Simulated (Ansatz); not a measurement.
Run this with Ansatz's Python interface and show what comes out.

`run_field.py`
```python
# -*- coding: utf-8 -*-
import ansatz as az
import numpy as np

config = {
    "basis_set": "def2-SVPD",
    "level": "mp2",
}

geometry_ang = [
    ("O", (-2.4913, 0.126, -0.3533)),
    ("C", (-1.483, -0.4408, 0.0469)),
    ("Si", (0.1789, 0.3818, -0.1695)),
    ("S", (1.7317, -0.8772, 0.6394)),
    ("H", (-1.4968, -1.4263, 0.5366)),
    ("H", (0.281, 1.6805, 0.549)),
    ("H", (0.5312, 0.6106, -1.5966)),
    ("H", (2.7482, -0.0545, 0.3477)),
]
system = az.Crystal.molecule()
for symbol, xyz in geometry_ang:
    system = system.atom(symbol, xyz)

base = (
    system.calculation()
    .basis(gaussian=config["basis_set"])
    .correlation(config["level"])
    .accuracy("medium")
    .scf(lower_state_search="light")
    .forces()
)
centre = np.mean([site.position_ang for site in system.cartesian_sites], axis=0)
field = 2 * 14.399645 * 3.0 / 25.0 ** 2


def dipole(axis, sign):
    arm = 25.0 * np.eye(3)[axis]
    pair = [{"charge": sign * 3.0, "position_ang": (centre - arm).tolist()}, {"charge": -sign * 3.0, "position_ang": (centre + arm).tolist()}]
    deck = base.input().set(az.key.basis.gaussian.point_charges, pair)
    return np.array(az.Session.from_dict(deck).plan().execute().report["charge_distribution"]["dipole_moment_e_ang"])


print(f"field {field:.4f} V/A")
alpha = np.array([(dipole(axis, 1) - dipole(axis, -1)) / (2 * field) * 14.399645 for axis in range(3)])
print("polarisability tensor (A^3)")
print(np.array2string(alpha, precision=3, suppress_small=True))
print(f"mean {np.trace(alpha) / 3:.3f} A^3 = {np.trace(alpha) / 3 / 0.14818471:.2f} bohr^3")
```

```console
$ python run_field.py
field 0.1382 V/A
polarisability tensor (A^3)
[[11.222 -0.747  0.78 ]
 [-0.735  8.808 -0.683]
 [ 0.759 -0.688  8.011]]
mean 9.347 A^3 = 63.08 bohr^3
```

Reading the output:
- These settings explore the input space; basis and method may be short of convergence.
- The geometry is a force-field or estimated start, not a minimum of this method, and the basis set is short of its limit. The field of two point charges is only nearly even.
- The whole script took 44 s on 1 thread of Arm Neoverse V1, with other jobs on the host, peak memory 0.41 GiB.
